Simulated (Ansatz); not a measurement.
**TiH (quartet): from Hartree-Fock to the top rungs at distance Ti1–H2 = 1.935 Å, def2-TZVP**

The task here is to estimate one member of a computed series from the others.

Program: Ansatz 0.2.0, Gaussian basis. Level of theory: def2-TZVP, core rule «outside noble gas», up to 9 orbitals frozen. These are calculated values, not measurements.

To be run: UHF; CCSD(T) on ROHF; CCSD(T) on UHF; CISD as a restricted active space (open shells left free, so some higher excitations enter); CCSDT(Q) on ROHF; CCSDT(Q) on UHF; CASSCF and MRCISD+Q, 5 electrons in 5 orbitals; CASSCF and NEVPT2, 5 electrons in 5 orbitals; Full CI.

47 further runs of the same task are left out: 33 for a known fault of the program, 12 that didn't finish, 2 set aside as unsound or not needed. Runs told in other sessions of the task aren't counted.

## The system

The geometry derives from a PBE0/def2-TZVP stationary point (not a proven minimum). One bond is set to the value named and the two fragments are kept rigid.

2 atoms, charge 0, spin multiplicity 4.

Atoms are counted from 1 here; the program's logs count them from 0.

Bond lengths: Ti1–H2 1.935 Å.

Set-up of the first run:

in.yaml

```yaml
crystal:
  periodic: [false, false, false]
  atoms:
    - {symbol: Ti, position_ang: [0.000000, 0.000000, 0.000000]}
    - {symbol: H, position_ang: [0.000000, 0.000000, 1.935000]}
basis:
  gaussian: {orbitals: def2-TZVP}
magnetization: {spin_polarized: true, initial_magnetization: 3}
hamiltonian: {xc: hf}
output: {orbitals: {seedname: orbitals}}
```

Command:

```console
$ ansatz run in.yaml --threads 1 --pin off --events-out ev --progress --plain --max-ram 2393MiB
```

Steps of the session up to this table: UHF; CCSD(T) on ROHF; CCSD(T) on UHF; CISD as a restricted active space (open shells left free, so some higher excitations enter); CCSDT(Q) on ROHF; CCSDT(Q) on UHF; CASSCF and MRCISD+Q, 5 electrons in 5 orbitals; CASSCF and NEVPT2, 5 electrons in 5 orbitals; Full CI.

One of the session's tables, all rows but one given; the rest of the session is left out.

It belongs to the step «Misses and costs». 

```
       method  from FCI (kJ/mol)
         ROHF             +150.5
          UHF             +142.4
         RMP2              +46.0
         UMP2              +38.8
         CISD               +8.4
        RCCSD               +5.5
        UCCSD               -0.7
     RCCSD(T)               +1.7
     UCCSD(T)               -4.3
       RCCSDT               -1.2
       UCCSDT                  ?
    RCCSDT(Q)               -1.4
    UCCSDT(Q)               -6.6
  CASSCF pair             +111.6
  NEVPT2 pair              +46.5
  MRCISD pair               +6.0
MRCISD+Q pair               +0.4
          FCI                  0
```

**Question.** Estimate the row for UCCSDT.

**Answer.** from FCI (kJ/mol): -6.5. In the column «from FCI (kJ/mol)» it lies between UCCSDT(Q) (-6.6) and UCCSD(T) (-4.3).

Caveats from the session: UCCSD, UCCSD(T), RCCSDT, UCCSDT, RCCSDT(Q), UCCSDT(Q) fall below full CI: unrestricted runs freeze a spin-polarised core, another one than full CI's, and coupled cluster isn't variational. Levels on UHF freeze UHF's core orbitals, full CI those of ROHF, so the U rows can settle a little off it for that reason alone. Restricted and unrestricted rows rest on different reference determinants; a gap between their highest levels can come from leftover correlation error, from unlike frozen cores or from another state.
